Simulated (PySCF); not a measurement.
# TaNBr: doublet, from a linear start

The task is one start of a wider search on TaNBr: the doublet, from a linear start. It is relaxed, tested by its Hessian and followed downhill if it is a saddle.

The runs use PySCF 2.14.0; PBE0, basis Ta def2-TZVP with ECP60, N def2-TZVP, Br def2-TZVP, scalar-relativistic core potentials, no spin–orbit coupling, density fitting.

## Step 1: The system as given

3 atoms, charge 0, spin multiplicity 2.

Bond lengths: Ta1–N2 1.860 Å, Ta1–Br3 2.600 Å. Angles: N2–Ta1–Br3 180.0°.

Z-matrix (Å, degrees; charge 0 multiplicity 2):
```
Ta
N  1 1.8600
Br 1 2.6000 2 180.00
```

## Step 2: The SCF at the typed geometry

The steps below are one call of a driver around PySCF. For each, scf.py gives the equivalent set-up of the SCF; relaxations use the driver's own optimiser. After this first run the driver tries any further starts and a stability analysis.

File scf.py:

```python
from pyscf import gto, scf, dft
mol = gto.M(atom='''
Ta     0.000000     0.000000     0.000000
N      0.000000     0.000000    -1.860000
Br     0.000000     0.000000     2.600000''',
    basis={'Ta': 'def2-TZVP', 'N': 'def2-TZVP', 'Br': 'def2-TZVP'},
    ecp={'Ta': 'def2-TZVP'},
    charge=0, spin=1)
mf = dft.UKS(mol, xc='PBE0')
mf.grids.atom_grid = (50, 194)
aux = {'Ta': 'def2-universal-JKFIT', 'N': 'def2-universal-JKFIT', 'Br': 'def2-universal-JKFIT'}
mf = mf.density_fit(auxbasis=aux)
mf.conv_tol = 1e-08
mf.diis_space = 10
mf.max_cycle = 60
mf.init_guess = 'minao'
mf.verbose = 4
mf.kernel()
```

Command:

```sh
$ OMP_NUM_THREADS=4 python axn.py task.json out
```

Standard output:

```text
init E= -2665.50441926747
[... the frontier-level lines of each cycle are left out ...]
cycle= 1 E= -2685.38241890409  delta_E= -19.9  |g|= 0.45  |ddm|= 4.44
cycle= 2 E= -2684.90870961019  delta_E= 0.474  |g|= 1.02  |ddm|= 1.17
cycle= 3 E= -2685.29247619997  delta_E= -0.384  |g|= 0.595  |ddm|= 0.987
cycle= 4 E= -2685.46829313418  delta_E= -0.176  |g|= 0.0707  |ddm|= 0.47
cycle= 5 E= -2685.47071506967  delta_E= -0.00242  |g|= 0.0432  |ddm|= 0.14
cycle= 6 E= -2685.47175729095  delta_E= -0.00104  |g|= 0.00803  |ddm|= 0.0455
cycle= 7 E= -2685.47179309475  delta_E= -3.58e-05  |g|= 0.00221  |ddm|= 0.0103
cycle= 8 E= -2685.47180192075  delta_E= -8.83e-06  |g|= 0.001  |ddm|= 0.00598
cycle= 9 E= -2685.4718061113  delta_E= -4.19e-06  |g|= 0.00103  |ddm|= 0.00362
cycle= 10 E= -2685.47181053167  delta_E= -4.42e-06  |g|= 0.000931  |ddm|= 0.00419
cycle= 11 E= -2685.47181814462  delta_E= -7.61e-06  |g|= 0.000634  |ddm|= 0.0108
cycle= 12 E= -2685.47182011378  delta_E= -1.97e-06  |g|= 0.000231  |ddm|= 0.00648
cycle= 13 E= -2685.47182033082  delta_E= -2.17e-07  |g|= 0.00017  |ddm|= 0.00192
cycle= 14 E= -2685.47182041303  delta_E= -8.22e-08  |g|= 9.3e-05  |ddm|= 0.00109
cycle= 15 E= -2685.47182045949  delta_E= -4.65e-08  |g|= 1.34e-05  |ddm|= 0.00145
cycle= 16 E= -2685.47182046026  delta_E= -7.69e-10  |g|= 4.98e-06  |ddm|= 0.000135
Extra cycle  E= -2685.47182046017  delta_E= 9.41e-11  |g|= 1.72e-05  |ddm|= 1.44e-05
converged SCF energy = -2685.47182046017  <S^2> = 0.75608648  2S+1 = 2.0060772
```

This step, with its further starts and checks, ran for 14 s (4 threads of Arm Neoverse V2, shared host).

Energies from each starting density:

| start | energy (Eh) |
| --- | --- |
| the minimal-basis guess | -2685.471820 |
| a thermally smeared density | -2685.471820 |
| a smeared PBE density | -2685.471820 |

The test of internal stability and the other starts found no lower solution of this spin.

## Step 3: Relaxing the doublet from the linear start

The program finds C∞v symmetry in the start, which this walk keeps. Threshold on the gradient: 0.0003 Eh/bohr, with a further test on the energy change.

Edit scf.py of step 2 so:

```diff
@@ -3,3 +3,3 @@
-Ta     0.000000     0.000000     0.000000
-N      0.000000     0.000000    -1.860000
-Br     0.000000     0.000000     2.600000''',
+Ta     0.000000    -0.000000    -0.654115
+N      0.000000    -0.000000    -2.514115
+Br     0.000000     0.000000     1.945885''',
@@ -16 +15,0 @@
-mf.init_guess = 'minao'
```

Energy and gradient, step by step:

| step | energy (Eh) | change (kJ/mol) | largest symmetric gradient (Eh/bohr) |
| --- | --- | --- | --- |
| 0 | -2685.471820 | 0.00 | 0.12912 |
| 1 | -2685.495742 | -62.81 | 0.00902 |
| 2 | -2685.495790 | -62.93 | 0.00402 |
| 3 | -2685.495805 | -62.97 | 0.00038 |
| 4 | -2685.495805 | -62.97 | 0.00023 |

The walk took 11 s.

After 4 steps and 63.0 kJ/mol it ends at C∞v: Ta–Br 2.586 Å, Ta–N 1.691 Å; Br–Ta–N 180.0°.

## Step 4: Hessian and properties

On the finer grid the gradient is checked again; gradients at displacements of ±0.02 bohr then give force constants and infrared intensities.

Edit scf.py of step 3 so:

```diff
@@ -3,3 +3,3 @@
-Ta     0.000000    -0.000000    -0.654115
-N      0.000000    -0.000000    -2.514115
-Br     0.000000     0.000000     1.945885''',
+Ta    -0.000000    -0.000000    -0.658521
+N     -0.000000    -0.000000    -2.349410
+Br     0.000000     0.000000     1.926880''',
@@ -10 +10 @@
-mf.grids.atom_grid = (50, 194)
+mf.grids.atom_grid = (75, 302)
@@ -13 +13 @@
-mf.conv_tol = 1e-08
+mf.conv_tol = 1e-10
```

The driver hands on the density of the step before, so the log starts near convergence.

SCF at the final geometry:

```text
init E= -2685.49579185916
[... the frontier-level lines of each cycle are left out ...]
cycle= 1 E= -2685.49579185823  delta_E= 9.31e-10  |g|= 4.84e-05  |ddm|= 4.06e-05
cycle= 2 E= -2685.49579184438  delta_E= 1.39e-08  |g|= 0.000183  |ddm|= 0.000134
cycle= 3 E= -2685.49579185926  delta_E= -1.49e-08  |g|= 3.49e-06  |ddm|= 0.000107
cycle= 4 E= -2685.49579185927  delta_E= -9.09e-12  |g|= 1.46e-06  |ddm|= 3.95e-06
Extra cycle  E= -2685.49579185926  delta_E= 1e-11  |g|= 3.69e-06  |ddm|= 4.16e-06
converged SCF energy = -2685.49579185926  <S^2> = 0.75404044  2S+1 = 2.0040364
```

The whole step took 37 s.

Geometry: C∞v; Ta–Br 2.585 Å, Ta–N 1.691 Å; Br–Ta–N 180.0°.

Harmonic modes (main isotopes):

```
symmetry  ω (cm⁻¹)  IR (km/mol)  μ (u)
       π      176i         41.3  17.51
      σ+       206         20.6  85.96
      σ+      1107          155  14.92
```

With 2 modes imaginary (up to 176i cm⁻¹) this point is a saddle.

Constants and moments:

```yaml
Dipole_moment: 0.37 D
Highest_occupied_level: -6.56 eV
Lowest_empty_level: -4.47 eV
Rotational_constants: 0.03756 cm⁻¹
Zero-point_energy_real_modes: 7.9 kJ/mol
Principal_polarisabilities: 64.3, 64.3, 104.5 bohr³
Atomisation_energy_without_zero-point_energy: 834 kJ/mol
Principal_traceless_quadrupole_moments_about_the_centre_of_mass: -16.37, 8.19, 8.19 D Å
Spin_squared_⟨S²⟩: 0.754
```

Charges (e) and bond orders:

```
atom  Mulliken  Löwdin  polar tensor  spin (Mulliken)  Mayer order to Ta1
 Ta1      0.82    0.49          1.32             0.62                   –
  N2     -0.40   -0.35         -0.78             0.32                2.98
 Br3     -0.42   -0.14         -0.54             0.06                0.97
```

Mulliken populations on Ta1 (outside its core potential): s 3.03, p 6.26, d 2.82, f 0.07.

## Step 5: Following the imaginary mode

The atoms are moved a little along the softest imaginary mode and relaxed again.

The program finds Cs symmetry in the start, which this walk keeps. Threshold on the gradient: 0.0003 Eh/bohr, with a further test on the energy change.

Edit scf.py of step 4 so:

```diff
@@ -3,3 +3,3 @@
-Ta    -0.000000    -0.000000    -0.658521
-N     -0.000000    -0.000000    -2.349410
-Br     0.000000     0.000000     1.926880''',
+Ta    -0.015357    -0.000298    -0.658554
+N      0.119977     0.002330    -2.349444
+Br     0.013923     0.000270     1.926846''',
@@ -10 +10 @@
-mf.grids.atom_grid = (75, 302)
+mf.grids.atom_grid = (50, 194)
@@ -13 +13 @@
-mf.conv_tol = 1e-10
+mf.conv_tol = 1e-08
```

Energy and gradient, step by step:

| step | energy (Eh) | change (kJ/mol) | largest symmetric gradient (Eh/bohr) |
| --- | --- | --- | --- |
| 0 | -2685.496310 | 0.00 | 0.00665 |
| 1 | -2685.497031 | -1.89 | 0.00904 |
| 2 | -2685.498492 | -5.73 | 0.01172 |
| 3 | -2685.501100 | -12.58 | 0.01316 |
| 4 | -2685.504322 | -21.04 | 0.02118 |
| 5 | -2685.528528 | -84.59 | 0.05793 |
| 6 | -2685.531195 | -91.59 | 0.07289 |
| 7 | -2685.541481 | -118.60 | 0.03750 |
| 8 | -2685.549104 | -138.61 | 0.01610 |
| 9 | -2685.551497 | -144.89 | 0.01415 |
| 10 | -2685.551738 | -145.53 | 0.00351 |
| 11 | -2685.551754 | -145.57 | 0.00009 |
| 12 | -2685.551754 | -145.57 | 0.00007 |

The walk took 39 s.

It settles in Cs symmetry, 145.6 kJ/mol below the start, after 12 steps: Ta–Br 2.441 Å, Ta–N 1.680 Å; Br–Ta–N 105.8°.

## Step 6: Is it a minimum? Harmonic modes

As before: finer grid, then central differences.

Edit scf.py of step 5 so:

```diff
@@ -3,3 +3,3 @@
-Ta    -0.015357    -0.000298    -0.658554
-N      0.119977     0.002330    -2.349444
-Br     0.013923     0.000270     1.926846''',
+Ta    -0.369188    -0.007169    -0.578373
+N      0.894267     0.017365    -1.684766
+Br     0.685261     0.013306     1.622717''',
@@ -10 +10 @@
-mf.grids.atom_grid = (50, 194)
+mf.grids.atom_grid = (75, 302)
@@ -13 +13 @@
-mf.conv_tol = 1e-08
+mf.conv_tol = 1e-10
```

SCF at the final geometry:

```text
init E= -2685.55169738275
[... the frontier-level lines of each cycle are left out ...]
cycle= 1 E= -2685.55169738274  delta_E= 1.96e-11  |g|= 7e-06  |ddm|= 6.72e-06
Extra cycle  E= -2685.55169738248  delta_E= 2.51e-10  |g|= 2.48e-05  |ddm|= 1.83e-05
converged SCF energy = -2685.55169738248  <S^2> = 0.76176986  2S+1 = 2.0117354
```

The whole step ran for 51 s (4 threads of Arm Neoverse V2, shared host).

Geometry: Cs; Ta–Br 2.441 Å, Ta–N 1.680 Å; Br–Ta–N 105.6°.

Harmonic modes (main isotopes):

```tsv
symmetry	ω (cm⁻¹)	IR (km/mol)	μ (u)	type
a'	200	6.9	17.33	bend
a'	271	33.3	71.55	mixed
a'	1098	94.7	14.99	stretch
```

Every mode is real; the point is a minimum.

Constants and moments:

```
Dipole moment                                                   : 5.10 D
Highest occupied level                                          : -6.33 eV
Lowest empty level                                              : -3.20 eV
Rotational constants                                            : 0.5159, 0.04839, 0.04424 cm⁻¹
Zero-point energy                                               : 9.4 kJ/mol
Principal polarisabilities                                      : 74.2, 80.8, 89.3 bohr³
Atomisation energy without zero-point energy                    : 980 kJ/mol
Principal traceless quadrupole moments about the centre of mass : -12.76, 2.60, 10.16 D Å
Entropy at 298.15 K and 1 bar (electronic part: spin only)      : 312.5 J/(mol K)
Heat capacity Cp at 298.15 K                                    : 49.4 J/(mol K)
Enthalpy at 298.15 K above 0 K                                  : 12.66 kJ/mol
Rotational symmetry number                                      : 1
Spin squared ⟨S²⟩                                               : 0.762
```

Charges (e) and bond orders:

| atom | Mulliken | Löwdin | polar tensor | spin (Mulliken) | Mayer order to Ta1 |
| --- | --- | --- | --- | --- | --- |
| Ta1 | 0.73 | 0.27 | 1.17 | 1.19 | – |
| N2 | -0.42 | -0.34 | -0.71 | -0.15 | 3.01 |
| Br3 | -0.31 | 0.07 | -0.46 | -0.04 | 1.14 |

Mulliken populations on Ta1 (outside its core potential): s 2.73, p 6.24, d 3.24, f 0.06.

## Step 7: All stationary points

| spin | group | bonds | imaginary modes (cm⁻¹) | ΔE (kJ/mol) | with zero-point energy |
| --- | --- | --- | --- | --- | --- |
| doublet | Cs | Ta–Br 2.441 Å, Ta–N 1.680 Å | none | 0.0 | 0.0 |
| doublet | C∞v | Ta–Br 2.585 Å, Ta–N 1.691 Å | 176i, 176i | 146.8 | – |

## Step 8: What came out

| quantity | value |
| --- | --- |
| minimum | doublet, Cs |
| geometry | Ta–Br 2.441 Å, Ta–N 1.680 Å; Br–Ta–N 105.6° |
| wavenumbers (cm⁻¹) | 200 (a'), 271 (a'), 1098 (a') |
| dipole moment | 5.10 D |
| highest occupied, lowest empty level (either spin) | -6.33, -3.20 eV |
| polar-tensor charge of Ta1 | +1.17 e |
| zero-point energy | 9.4 kJ/mol |
| entropy at 298.15 K | 312.5 J/(mol K) |
| atomisation energy (no zero-point energy) | 980 kJ/mol |
| ⟨S²⟩ | 0.762 |

In words: From C∞v at the start the molecule goes to a Cs minimum, after a stop at a second-order saddle point 146.8 kJ/mol higher, from which it was pushed off along an imaginary mode. In the infrared the band at 1098 cm⁻¹ (a', stretch) leads. With 5.1 D the molecule is strongly polar. Most of the spin sits on Ta1 (Mulliken spin 1.19, against 1 for the whole molecule). Only this shape and spin were tried, so other structures or states may lie lower. One determinant may miss the lowest occupation of an open d or f shell. Spin–orbit coupling, left out here, can matter for elements this heavy.

The search up to here took 2.5 min.
